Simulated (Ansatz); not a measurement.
# Ta3Ru: the cost of one run

Program: Ansatz 0.2.0. Level of theory: DFT r2SCAN, scalar-relativistic, plane waves, PAW. These are calculated values, not measurements.

1 further run of the same task is left out (set aside as unsound or not needed).

**1. The structure to begin with**

It takes space group Cmmm (No. 65, orthorhombic). The conventional cell has a = 3.310 Å, b = 4.671 Å, c = 8.740 Å, α = 90.00°, β = 90.00°, γ = 90.00°. Around Ta (site symmetry mm2) lie 2 Ru at 2.64 Å and 6 Ta at 2.84 to 2.86 Å. Ta (site symmetry mmm) is surrounded by 8 Ta at 2.84 to 2.86 Å. Ru (site symmetry mmm) is surrounded by 4 Ta at 2.64 Å and 4 Ru at 2.86 Å.

As a file:

```cif
data_structure
_symmetry_space_group_name_H-M 'P 1'
_symmetry_Int_Tables_number 1
_cell_length_a 2.8623
_cell_length_b 2.8623
_cell_length_c 8.7404
_cell_angle_alpha 90.000
_cell_angle_beta 90.000
_cell_angle_gamma 109.361
_cell_volume 67.56
loop_
_atom_site_label
_atom_site_type_symbol
_atom_site_fract_x
_atom_site_fract_y
_atom_site_fract_z
_atom_site_occupancy
Ta1 Ta 0.50000 0.50000 0.76434 1
Ta2 Ta 0.00000 0.00000 0.50000 1
Ta3 Ta 0.50000 0.50000 0.23566 1
Ru1 Ru 0.00000 0.00000 0.00000 1
```

It goes back to an entry of the Materials Project, which need not be the stable form.

It is the result of an earlier relaxation at this level (volume 16.89 Å³/atom; gap on the mesh: none (metal)).

**2. Zero of the scan**

Input file input.yaml:

```yaml
crystal:
  lattice:
    - [1.6547984535, -2.3354608817, 0.0]
    - [1.6547984535, 2.3354608817, 0.0]
    - [0.0, 0.0, 8.7403954297]
  atoms:
    - { symbol: Ta, position: [0.5, 0.5, 0.7643396366] }
    - { symbol: Ta, position: [0.0, 0.0, 0.5] }
    - { symbol: Ta, position: [0.5, 0.5, 0.2356603634] }
    - { symbol: Ru, position: [0.0, 0.0, 0.0] }
basis:
  ecutwfc: 500
kpoints:
  mp_grid: { grid: [18, 18, 6] }
hamiltonian:
  xc: r2scan
scf:
  occupations: { method: gaussian, width: 0.15 }
output:
  forces: true
  stress: true
  eigenvalues: true
```

Run with:

```console
ansatz run input.yaml --threads 2 --pin off --max-ram 5120MiB --backend cpu --events-out ev --progress --plain --runs-dir out
```

**Question.** How long does this run take on 2 threads of Arm Neoverse V2, shared host, and how much memory does it need?

About 48 s, with a peak of 1 GiB.
